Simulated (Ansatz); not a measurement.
# CH7BrSi (built from SMILES C[SiH2]Br.[H][H]): a reaction path by the nudged elastic band

Aim: the minimum-energy path between two given structures and its highest point. Both ends were relaxed at PBE0-D4 in triple zeta.

Method: PBE0-D4/def2-SVP; program: Ansatz 0.2.0, Gaussian basis.

23 further runs of the same task are left out: 1 that didn't finish, 22 set aside as unsound or not needed. Runs told in other sessions of the task aren't counted.

### Step 1. The starting structure

The first end: 10 atoms, charge 0, spin multiplicity 1.

Atoms are counted from 1 here; the program's logs count them from 0.

Bond lengths: Si1–Br2 2.231 Å, Si1–H3 1.483 Å, Si1–H4 1.483 Å, Si1–C5 1.857 Å, C5–H8 1.094 Å, C5–H9 1.092 Å, C5–H10 1.091 Å, H6–H7 0.747 Å. Angles: Br2–Si1–H3 106.8°, Br2–Si1–H4 107.0°, Br2–Si1–C5 109.6°, H3–Si1–H4 109.6°, H3–Si1–C5 111.8°, H4–Si1–C5 111.8°, Si1–C5–H8 109.9°, Si1–C5–H9 110.7°, Si1–C5–H10 110.6°, H8–C5–H9 108.5°, H8–C5–H10 108.5°, H9–C5–H10 108.5°.

Coordinates:

```xyz
10

Si   -0.8827   -0.6555   -0.1899
Br    0.3794   -1.6222   -1.7546
H    -1.9205   -1.6423    0.1949
H    -1.5256    0.5225   -0.8200
C     0.1791   -0.1728    1.2557
H     1.3072    1.5446   -1.8077
H     1.2832    2.2418   -1.5407
H    -0.4355    0.2997    2.0271
H     0.6641   -1.0498    1.6884
H     0.9513    0.5340    0.9468
```

The second end:

```
Si   -1.0099    0.5380   -0.1790
Br    2.6152   -1.1180   -1.7960
H    -2.3200   -0.1603   -0.2534
H    -1.2486    1.9891    0.0371
C     0.0742   -0.1833    1.1587
H     1.3493   -0.4597   -1.7641
H    -0.3555    0.3924   -1.5161
H    -0.4034   -0.0774    2.1355
H     0.2582   -1.2454    0.9825
H     1.0405    0.3246    1.1948
```

### Step 2. The band at PBE0-D4/def2-SVP

The input, neb/in.yaml:

```yaml
crystal:
  periodic: [false, false, false]
  atoms:
    - {symbol: Si, position_ang: [-0.882709, -0.655488, -0.189930]}
    - {symbol: Br, position_ang: [0.379418, -1.622244, -1.754607]}
    - {symbol: H, position_ang: [-1.920501, -1.642328, 0.194853]}
    - {symbol: H, position_ang: [-1.525563, 0.522534, -0.819967]}
    - {symbol: C, position_ang: [0.179083, -0.172812, 1.255655]}
    - {symbol: H, position_ang: [1.307211, 1.544633, -1.807695]}
    - {symbol: H, position_ang: [1.283155, 2.241750, -1.540722]}
    - {symbol: H, position_ang: [-0.435497, 0.299735, 2.027136]}
    - {symbol: H, position_ang: [0.664112, -1.049780, 1.688353]}
    - {symbol: H, position_ang: [0.951292, 0.534002, 0.946825]}
basis:
  gaussian: {orbitals: def2-SVP}
hamiltonian: {xc: pbe0, dispersion: d4}
neb:
  images: 5
  climbing: true
  max_iterations: 40
  initial_path: idpp
  final_atoms:
    - {symbol: Si, position_ang: [-1.009925, 0.537992, -0.179020]}
    - {symbol: Br, position_ang: [2.615232, -1.118042, -1.796034]}
    - {symbol: H, position_ang: [-2.319984, -0.160276, -0.253423]}
    - {symbol: H, position_ang: [-1.248585, 1.989128, 0.037083]}
    - {symbol: C, position_ang: [0.074246, -0.183341, 1.158744]}
    - {symbol: H, position_ang: [1.349256, -0.459672, -1.764129]}
    - {symbol: H, position_ang: [-0.355543, 0.392447, -1.516094]}
    - {symbol: H, position_ang: [-0.403415, -0.077405, 2.135500]}
    - {symbol: H, position_ang: [0.258221, -1.245408, 0.982459]}
    - {symbol: H, position_ang: [1.040497, 0.324578, 1.194813]}
```

Run with:

```
ansatz run in.yaml --threads 4 --pin off --events-out ev --progress --plain --max-ram 9574MiB
```

Log (excerpt; [...] marks lines left out):

```text
Functional definition: PBE0
  name "PBE0"
  cite "Adamo & Barone, J. Chem. Phys. 110, 6158 (1999) doi:10.1063/1.478522"
  cite "Perdew, Burke & Ernzerhof, Phys. Rev. Lett. 77, 3865 (1996) doi:10.1103/PhysRevLett.77.3865"
  parent pbe
[...]
1044 factors; integrals over basis functions are off by at most 2.8e-4 eV
[...]
mean field -79051.07839337 eV, -2905.0735482108 hartree, gradient 4.7e-5 eV, S^2 0.000000; 0 other end points of the search recorded, 0 dependent functions left out
[...]
reference -79051.07842057 eV, -2905.0735492106 hartree; 31, 31 occupied and 68, 68 virtual orbitals, 1044 factors
[... from here to the last solve, the lines of the solves are left out (121 solves) ...]
WARN: NEB end point (image 0): max|allowed force component| = 5.164e-1 eV/Å (the criterion of neb.relax_end_points is 1.000e-2). That is over neb.f_tol: it is no minimum, so the barrier can be far off. Relax it first
WARN: NEB end point (image 6): max|allowed force component| = 2.731e-1 eV/Å (the criterion of neb.relax_end_points is 1.000e-2). That is over neb.f_tol: it is no minimum, so the barrier can be far off. Relax it first
NEB iter   1: max|band force component| = 3.934e0 eV/Å  barrier→ = 5.3147 eV  barrier← = 4.6555 eV  Δτ_max = 0.2000 Å  (175 SCF iters)
[...]
NEB iter   5: max|band force component| = 1.759e0 eV/Å  barrier→ = 2.9096 eV  barrier← = 2.2504 eV  Δτ_max = 0.2000 Å  (123 SCF iters)
[...]
NEB iter   9: max|band force component| = 4.418e-1 eV/Å  barrier→ = 2.1376 eV  barrier← = 1.4784 eV  CI = image 3  Δτ_max = 0.1999 Å  (116 SCF iters)
[...]
NEB iter  13: max|band force component| = 1.136e-1 eV/Å  barrier→ = 2.0945 eV  barrier← = 1.4353 eV  CI = image 3  Δτ_max = 0.0449 Å  (113 SCF iters)
[...]
NEB iter  15: max|band force component| = 7.538e-2 eV/Å  barrier→ = 2.0929 eV  barrier← = 1.4337 eV  CI = image 3  Δτ_max = 0.0151 Å  (112 SCF iters)
[...]
NEB iter  16: max|band force component| = 4.332e-2 eV/Å  barrier→ = 2.0922 eV  barrier← = 1.4330 eV  CI = image 3  CI's point: of a kind that is not told: the force calls were inconclusive, a negative curvature could not be distinguished from the path's own, the only one lies far off the [...]
Total energy: -79049.14035600 eV, -2905.0023266511 hartree
Atom 0 at    -0.643204    -0.003309    -0.315635 Å, force    -0.008693     0.019413     0.002463 eV/Å
Atom 1 at     1.249305    -1.693039    -1.261715 Å, force     0.008187    -0.001573    -0.008916 eV/Å
Atom 2 at    -1.594864    -1.092566    -0.638778 Å, force     0.005716     0.001509     0.004539 eV/Å
Atom 3 at    -1.461637     1.261113    -0.417421 Å, force    -0.003333    -0.008958     0.006098 eV/Å
Atom 4 at     0.304695     0.135300     1.277710 Å, force    -0.010363     0.045991    -0.002497 eV/Å
Atom 5 at     0.556440     0.053571    -1.712022 Å, force     0.004039    -0.011028     0.003728 eV/Å
Atom 6 at     0.072984     0.794865    -1.701069 Å, force    -0.000957    -0.004525    -0.005922 eV/Å
Atom 7 at    -0.317338     0.647171     2.029998 Å, force     0.003772    -0.010913    -0.003347 eV/Å
Atom 8 at     0.629547    -0.849740     1.635347 Å, force    -0.000864    -0.013205    -0.005076 eV/Å
Atom 9 at     1.204073     0.746636     1.103486 Å, force     0.002496    -0.016709     0.008929 eV/Å
Dipole moment:    -0.371011     0.587654     0.299153 e Å
```

It took 2.4 min on 4 threads of Arm Neoverse V1, shared host.

The last band:

```tsv
image	path (Å)	energy (kJ/mol)	Si1–H7 (Å)	Br2–H6 (Å)	Si1–Br2 (Å)	H6–H7 (Å)
0	0.00	0.0	3.86	3.30	2.23	0.75
1	1.15	3.0	3.35	2.85	2.24	0.76
2	2.31	73.1	2.49	2.34	2.30	0.76
3	3.46	201.9	1.75	1.93	2.71	0.89
4	4.68	71.5	1.51	1.44	3.56	1.68
5	5.90	62.5	1.50	1.43	4.21	2.01
6	7.12	63.6	1.50	1.43	4.30	1.92
```

The highest image, 3:

```xyz
10

Si   -0.6432   -0.0033   -0.3156
Br    1.2493   -1.6930   -1.2617
H    -1.5949   -1.0926   -0.6388
H    -1.4616    1.2611   -0.4174
C     0.3047    0.1353    1.2777
H     0.5564    0.0536   -1.7120
H     0.0730    0.7949   -1.7011
H    -0.3173    0.6472    2.0300
H     0.6295   -0.8497    1.6353
H     1.2041    0.7466    1.1035
```

### Step 3. Results

| quantity | value |
| --- | --- |
| PBE0-D4/def2-SVP, 16 iterations | highest 201.9 kJ/mol (image 3), last end +63.6 kJ/mol |
| from earlier runs: barrier over the separately found saddle, CCSD(T)/def2-TZVPP | 225.1 kJ/mol |

What this shows: The highest image lies 201.9 kJ/mol above the first end, and it climbed, so it estimates the saddle. The ends are not quite minima at this level (largest force component 0.52 eV/Å), so the heights are unreliable: relaxing the first end would lower it and raise the barrier above it. The highest image is 23.3 kJ/mol below the CCSD(T) barrier in triple zeta, which comes from separate runs on the saddle.
